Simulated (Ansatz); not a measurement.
**GeNH₂ (quartet): the correlation ladder at distance Ge1–N2 = 3.161 Å, cc-pVDZ**

An exercise on one series of results from a longer session: the logs are not shown, and one member is left open.

Program: Ansatz 0.2.0, Gaussian basis. Level of theory: cc-pVDZ, core rule «outside noble gas», up to 15 orbitals frozen. These are calculated values, not measurements.

Plan: UHF; CCSD(T) on ROHF; CCSD(T) on UHF; BCCD(T) on ROHF; CISD; CCSDT(Q) on ROHF; CCSDT(Q) on UHF; CASSCF and MRCISD+Q, 5 electrons in 5 orbitals; CASSCF and NEVPT2, 5 electrons in 5 orbitals; CASSCF and MRCISD+Q, 11 electrons in 10 orbitals; CASSCF and NEVPT2, 11 electrons in 10 orbitals.

32 further runs of the same task are left out: 4 for a known fault of the program, 3 for a mislabelled method, 17 that didn't finish, 8 set aside as unsound or not needed.

## The geometry

The geometry derives from a PBE0/def2-TZVP stationary point (not a proven minimum). One bond is set to the value named and the two fragments are kept rigid. No spin-orbit coupling is included. The filled d shell of Ge may be among the frozen orbitals whatever the setting's name suggests; the logs give the count.

4 atoms, charge 0, spin multiplicity 4.

Atoms are counted from 1 here; the program's logs count them from 0.

Bond lengths: Ge1–H3 1.558 Å, N2–H4 1.027 Å.

The first run:

in.yaml reads:

```yaml
crystal:
  periodic: [false, false, false]
  atoms:
    - {symbol: Ge, position_ang: [0.010768, 0.067926, 0.528765]}
    - {symbol: N, position_ang: [-0.114776, -0.285927, -2.609857]}
    - {symbol: H, position_ang: [0.292705, -1.294777, 1.228811]}
    - {symbol: H, position_ang: [0.526250, 0.372852, -3.068239]}
basis:
  gaussian: {orbitals: cc-pVDZ}
magnetization: {spin_polarized: true, initial_magnetization: 3}
hamiltonian: {xc: hf}
output: {orbitals: {seedname: orbitals}}
```

The run is started by

```bash
> ansatz run in.yaml --threads 1 --pin off --events-out ev --progress --plain --max-ram 2393MiB
```

Among the steps run: UHF; CCSD(T) on ROHF; CCSD(T) on UHF; BCCD(T) on ROHF; CISD; CCSDT(Q) on ROHF; CCSDT(Q) on UHF; CASSCF and MRCISD+Q, 5 electrons in 5 orbitals; CASSCF and NEVPT2, 5 electrons in 5 orbitals; CASSCF and MRCISD+Q, 11 electrons in 10 orbitals; CASSCF and NEVPT2, 11 electrons in 10 orbitals.

One of the session's tables, all rows but one given; the rest of the session is left out.

```
          method  from UCCSDT(Q) (kJ/mol)
            ROHF                   +581.5
             UHF                   +553.5
            RMP2                   +117.7
            UMP2                   +117.8
            CISD                    +51.6
           RCCSD                    +11.8
           UCCSD                    +11.0
        RCCSD(T)                     +3.0
        UCCSD(T)                        ?
         BCCD(T)                     +3.0
          RCCSDT                     +0.9
          UCCSDT                     +0.4
       RCCSDT(Q)                     +0.4
       UCCSDT(Q)                        0
  CASSCF valence                   +430.8
  NEVPT2 valence                    +98.0
  MRCISD valence                    +28.0
MRCISD+Q valence                     +1.1
```

Q: Estimate the row for UCCSD(T) from the others.

The run gave: from UCCSDT(Q) (kJ/mol): +2.6. In the column «from UCCSDT(Q) (kJ/mol)» it lies between MRCISD+Q valence (+1.1) and RCCSD(T) (+3.0).

Not comparable, so not listed: CASSCF and NEVPT2, 5 electrons in 5 orbitals (they don't share determinant, frozen orbitals or solution with the rows shown, or repeat one).

Limits of these values: Left out of the table: CASSCF pair, MRCISD pair, MRCISD+Q pair (the active space lost an orbital or holds another state than full CI finds). Restricted and unrestricted rows rest on different reference determinants; where their highest levels disagree by more than a few hundredths of an eV, they describe different states and don't form one ladder. Warnings in the runs' records: passed over end.
